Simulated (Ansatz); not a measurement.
# Ir4Rh: the cost of one run

Program: Ansatz 0.2.0. Level of theory: DFT PBE, scalar-relativistic, plane waves, PAW. These are calculated values, not measurements.

### Step 1. Starting point

The structure is trigonal, space group R-3m (No. 166). The conventional cell has a = 2.711 Å, b = 2.711 Å, c = 33.200 Å, α = 90.00°, β = 90.00°, γ = 120.00°. Ir (site symmetry 3m) is surrounded by 3 Rh at 2.71 Å and 9 Ir at 2.71 Å. Ir (site symmetry 3m) is surrounded by 12 Ir at 2.71 Å. Rh (site symmetry -3m) has 6 Ir at 2.71 Å and 6 Rh at 2.71 Å as nearest neighbours.

Coordinates:

```cif
data_structure
_symmetry_space_group_name_H-M 'R-3m:H'
_symmetry_Int_Tables_number 166
_cell_length_a 2.7108
_cell_length_b 2.7108
_cell_length_c 33.2003
_cell_angle_alpha 90.000
_cell_angle_beta 90.000
_cell_angle_gamma 120.000
_cell_volume 211.28
loop_
_atom_site_label
_atom_site_type_symbol
_atom_site_symmetry_multiplicity
_atom_site_Wyckoff_symbol
_atom_site_fract_x
_atom_site_fract_y
_atom_site_fract_z
_atom_site_occupancy
Ir1 Ir 6 c 0.00000 0.00000 0.10000 1
Ir2 Ir 6 c 0.66667 0.33333 0.03333 1
Rh1 Rh 3 b 0.33333 0.66667 0.16667 1
```

The start is an ordering of an alloy on its end members' structure types: elements ordered on the sites of the Rh type, Rh/Ir on Rh (R-3m, No. 166).

### Step 2. Probe: one point on a coarse mesh

The input, input.yaml:

```yaml
crystal:
  lattice:
    - [1.35539705, 0.78253885, 11.06677054]
    - [-1.35539705, 0.78253885, 11.06677054]
    - [0.0, -1.5650777, 11.06677054]
  atoms:
    - { symbol: Ir, position: [0.1, 0.1, 0.1] }
    - { symbol: Ir, position: [0.7, 0.7, 0.7] }
    - { symbol: Ir, position: [0.3, 0.3, 0.3] }
    - { symbol: Ir, position: [0.9, 0.9, 0.9] }
    - { symbol: Rh, position: [0.5, 0.5, 0.5] }
basis:
  ecutwfc: 420
kpoints:
  mp_grid: { grid: [6, 6, 6] }
hamiltonian:
  xc: pbe
scf:
  occupations: { method: gaussian, width: 0.1 }
  lower_state_search: "off"
output:
  forces: true
  stress: true
  eigenvalues: true
```

Started as:

```sh
ansatz run input.yaml --threads 4 --pin off --max-ram 8192MiB --backend cpu --events-out ev --progress --plain --runs-dir out
```

**Question.** How long does this run take on 4 threads of Intel Xeon 6975P-C (Granite Rapids), shared host, and how much memory does it need?

About 1 s, with a peak of 0.48 GiB.
